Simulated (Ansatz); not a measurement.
# InNH4 (SMILES [NH2][InH2]) at HSE06/def2-SVP (core potential)

What is the energy change on altering one bond length of InNH4 at HSE06/def2-SVP (core potential)? 

Program for the calculation: Ansatz 0.2.0.

47 further runs of the same task are left out: 47 set aside as unsound or not needed.

## Step 1: The structure to begin with

The species is InNH4 (6 atoms), meant as a singlet with charge 0. SMILES: `[NH2][InH2]`. Geometry: relaxed at PBE0-D4/def2-TZVP.

Bond lengths: N1–In2 2.007 Å, N1–H3 1.006 Å, N1–H4 1.006 Å, In2–H5 1.712 Å, In2–H6 1.712 Å. Angles: N1–In2–H5 115.0°, N1–In2–H6 115.0°, In2–N1–H3 124.3°, In2–N1–H4 124.3°, H5–In2–H6 130.0°, H3–N1–H4 111.3°.

## Step 2: The energy at HSE06/def2-SVP (core potential)

molecule.yaml reads:

```yaml
crystal:
  periodic: [false, false, false]
  atoms:
    - {symbol: "N", position_ang: [-0.092200, -1.060500, 0.036600]}
    - {symbol: In, position_ang: [0.095300, 0.935900, -0.048300]}
    - {symbol: H, position_ang: [-0.598000, -1.552900, 0.753400]}
    - {symbol: H, position_ang: [0.311900, -1.697300, -0.629300]}
    - {symbol: H, position_ang: [1.012500, 1.520500, -1.370700]}
    - {symbol: H, position_ang: [-0.687400, 1.790300, 1.212100]}
basis:
  gaussian:
    orbitals: def2-SVP
magnetization:
  spin_polarized: false
  initial_magnetization: 0
hamiltonian:
  xc: {name: HSE06}
accuracy: high
output: {orbitals: {seedname: orbitals}}
```

Launch:

```console
$ ansatz run molecule.yaml --threads 1 --pin off --max-ram 3480MiB --events-out events.jsonl --progress --plain --runs-dir runs
```

The program printed:

```text
Warning: RAYON_NUM_THREADS=1 ignored (pool sized by the plan → 1); use --threads N
Functional definition: HSE06
  name "HSE06"
  parameter a = 0.25
  parameter omega = 0.11/bohr
  exchange = pbe_x - a*pbe_x_sr(omega) + a*exact_x_sr(omega)
  correlation = pbe_c
1456 factors; integrals over basis functions are off by at most 3.0e-9 eV
95 factors; integrals over basis functions are off by at most 9.0e-10 eV
mean field evaluation 1: about -6718.1789 eV, gradient 5.7e1 eV
mean field evaluation 2: about -6678.2350 eV, gradient 1.2e2 eV
mean field evaluation 4: about -6725.0912 eV, gradient 2.6e0 eV
mean field evaluation 8: about -6725.1134 eV, gradient 1.3e-2 eV
mean field evaluation 16: about -6725.1134 eV, gradient 5.1e-7 eV
mean field -6725.11340544 eV, -247.1433592044 hartree, gradient 2.0e-8 eV, S^2 0.000000; 0 other end points of the search recorded, 0 dependent functions left out
reference -6725.11340946 eV, -247.1433593522 hartree; 16, 16 occupied and 44, 44 virtual orbitals, 1456 factors
Total energy: -6725.11340946 eV, -247.1433593522 hartree
```

Run time: 6.6 s. Hardware: 1 thread of Arm Neoverse N1, shared host; peak memory 0.18 GiB.

## Step 3: The distorted shape at the same level

run.yaml reads:

```yaml
crystal:
  periodic: [false, false, false]
  atoms:
    - {symbol: "N", position_ang: [-0.152810, -0.964988, 0.136476]}
    - {symbol: In, position_ang: [0.034690, 1.031412, 0.051576]}
    - {symbol: H, position_ang: [-0.658610, -1.457388, 0.853276]}
    - {symbol: H, position_ang: [0.311900, -1.697300, -0.629300]}
    - {symbol: H, position_ang: [0.951890, 1.616012, -1.270824]}
    - {symbol: H, position_ang: [-0.748010, 1.885812, 1.311976]}
basis:
  gaussian:
    orbitals: def2-SVP
hamiltonian:
  xc: hse06
accuracy: high
output: {orbitals: {seedname: orbitals}}
```

Launch:

```console
$ ansatz run run.yaml --threads 1 --pin off --max-ram 3480MiB --events-out events.jsonl --progress --plain --runs-dir runs
```

The program printed (excerpt; [...] marks lines left out):

```text
Warning: RAYON_NUM_THREADS=1 ignored (pool sized by the plan → 1); use --threads N
[... 6 set-up lines as earlier in the session ...]
1460 factors; integrals over basis functions are off by at most 3.3e-9 eV
95 factors; integrals over basis functions are off by at most 1.4e-9 eV
mean field evaluation 1: about -6718.0666 eV, gradient 5.5e1 eV
mean field evaluation 2: about -6677.6284 eV, gradient 1.2e2 eV
mean field evaluation 4: about -6724.7291 eV, gradient 2.8e0 eV
mean field evaluation 8: about -6724.7535 eV, gradient 1.6e-2 eV
mean field evaluation 16: about -6724.7535 eV, gradient 8.6e-7 eV
mean field -6724.75350064 eV, -247.1301329470 hartree, gradient 2.9e-8 eV, S^2 0.000000; 0 other end points of the search recorded, 0 dependent functions left out
reference -6724.75350464 eV, -247.1301330940 hartree; 16, 16 occupied and 44, 44 virtual orbitals, 1460 factors
Total energy: -6724.75350464 eV, -247.1301330940 hartree
```

Run time: 6.6 s. Hardware: 1 thread of Arm Neoverse N1, shared host; peak memory 0.18 GiB.

## Step 4: Summary of results

Level: HSE06/def2-SVP (core potential).

```
                                                         quantity          value
                                        first shape: total energy  -247.14336 Eh
                                         first shape: HOMO energy       -6.36 eV
                                         first shape: LUMO energy       -1.29 eV
                                       first shape: HOMO–LUMO gap        5.07 eV
                                    distorted shape: total energy  -247.13013 Eh
                                     distorted shape: HOMO energy       -6.30 eV
                                     distorted shape: LUMO energy       -1.27 eV
                                   distorted shape: HOMO–LUMO gap        5.03 eV
energy change with the N1–H4 bond stretched from 1.006 to 1.157 Å       0.360 eV
```

With the N1–H4 bond stretched from 1.006 to 1.157 Å the energy rises by 0.36 eV (34.7 kJ/mol). The first shape isn't relaxed at this level, so the change isn't measured from a minimum.
